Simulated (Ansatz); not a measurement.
# ZnO (P6_3mc): dielectric-dependent hybrid calculation from a Python script

All numbers are computed with the Python package of Ansatz 0.2.0. The levels of theory stand in the script.

## Step 1: Starting point

Symmetry: P6_3mc, No. 186, hexagonal system. The conventional cell has a = 3.249 Å, b = 3.249 Å, c = 5.206 Å, α = 90.00°, β = 90.00°, γ = 120.00°. Around Zn (site symmetry 3m) lie 4 O at 1.97 to 1.98 Å. O (site symmetry 3m) is surrounded by 4 Zn at 1.97 to 1.98 Å.

The script holds or builds the structure itself.

## Step 2: The script

ddh.py reads:

```python
"""A hybrid whose exact exchange is one over the dielectric constant of ZnO."""

import ansatz as az
import numpy as np


def count_gap(report):
    # lowest empty less highest filled band, counting bands; zero where they overlap
    return max(report.get("gap_by_band_count_ev") or 0.0, 0.0)

lattice = az.Lattice.of(
    (3.249308, 0.0, 0.0),
    (-1.624654, 2.813983, 0.0),
    (0.0, 0.0, 5.205709),
)
sites = [
    ("Zn", (1 / 3, 2 / 3, 0.5)),
    ("Zn", (2 / 3, 1 / 3, 0.0)),
    ("O", (2 / 3, 1 / 3, 0.37901)),
    ("O", (1 / 3, 2 / 3, 0.87901)),
]
xtal = az.Crystal(lattice=lattice)
for symbol, position in sites:
    xtal = xtal.atom(symbol, position)

job = (
    xtal.calculation()
    .basis(420, xc_grid=2)
    .kpoints(6, 6, 3, center="monkhorst-pack")
    .mixing("msr1")
    .scf(tolerance=1e-09)
    .accuracy("medium")
    .occupations("fixed")
    .band_table()
)
semilocal = job.functional("pbe").run(threads=1).report
hybrid = job.functional(exchange="pbe", correlation="pbe", exact_fraction="inverse_dielectric").run(threads=1).report
alpha = hybrid["hybrid"]["exact_exchange_fraction"]
print(f"fraction of exact exchange {alpha:.4f}, so eps_inf = {1 / alpha:.2f} on this mesh")
print(f"gap by band count: {count_gap(semilocal):.3f} eV semilocal, {count_gap(hybrid):.3f} eV hybrid")
```

## Step 3: What the engine is handed

The package turns the script's settings into the engine's input (first run):

```yaml
crystal:
  lattice:
    - [3.249308, 0.0, 0.0]
    - [-1.624654, 2.813983, 0.0]
    - [0.0, 0.0, 5.205709]
  atoms:
    - { symbol: Zn, position: [0.3333333333333333, 0.6666666666666666, 0.5] }
    - { symbol: Zn, position: [0.6666666666666666, 0.3333333333333333, 0.0] }
    - { symbol: O, position: [0.6666666666666666, 0.3333333333333333, 0.37901] }
    - { symbol: O, position: [0.3333333333333333, 0.6666666666666666, 0.87901] }
accuracy: medium
basis:
  ecutwfc: 420.0
  xc_grid: 2
kpoints:
  mp_grid:
    grid: [6, 6, 3]
    shift: [0.5, 0.5, 0.0]
hamiltonian:
  xc: pbe
scf:
  convergence:
    dr2_threshold: 1.0e-09
  mixing:
    algorithm: msr1
  occupations:
    method: fixed
output:
  eigenvalues: true
```

## Step 4: Launch

On the command line:

```bash
$ python ddh.py
```

Q: Estimate wall time and peak memory on 1 thread of Intel Xeon Platinum 8259CL at 2.50GHz (Skylake/Cascade Lake), shared host.

About 95 s, with a peak of 1.4 GiB.
